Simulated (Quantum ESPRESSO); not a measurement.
**LaBRh3 under changes of volume**

One of the cells (15.267 Å³/atom); the others are scaled copies at fixed shape and fractional positions:

```
CELL_PARAMETERS angstrom
4.24200 0.00000 0.00000
0.00000 4.24200 0.00000
0.00000 0.00000 4.24200
ATOMIC_POSITIONS crystal
La 0.00000 0.00000 0.00000
Rh 0.50000 0.50000 0.00000
Rh 0.50000 0.00000 0.50000
Rh 0.00000 0.50000 0.50000
B 0.50000 0.50000 0.50000
```

| Quantity | Value |
| --- | --- |
| Program | Quantum ESPRESSO 7.5 |
| Functional | PBEsol |
| Potentials or basis | GBRV 1.5 PBEsol |
| Cutoff | 612 eV |
| Density cutoff | 4898 eV |
| k mesh | 6 × 6 × 6 |
| Occupations | fermi-dirac, width 0.05 eV |
| Spin | no spin polarisation |

```csv
volume (Å³/atom),energy over the lowest point (meV/atom),pressure (GPa)
14.351,?,?
14.656,7.21,5.9
14.961,0.00,1.7
15.267,0.37,-2.0
15.572,7.52,-5.4
15.877,20.71,-8.4
16.183,39.30,-11.0
```

What does the run at 14.351 Å³/atom give?

Energy over the lowest point 22.93 meV/atom; pressure 10.7 GPa.

Worked out: A Birch-Murnaghan fit of order 3 (a polynomial in V^(-2/3)) to the other rows has its minimum at 15.10 Å³/atom with B0 = V·E''(V) = 187 GPa and B' = 4.7. It gives 22.96 meV/atom at 14.351 Å³/atom, against the run's 22.93, and -dE/dV = 10.7 GPa, against 10.7.

Energies are extrapolated to zero smearing.
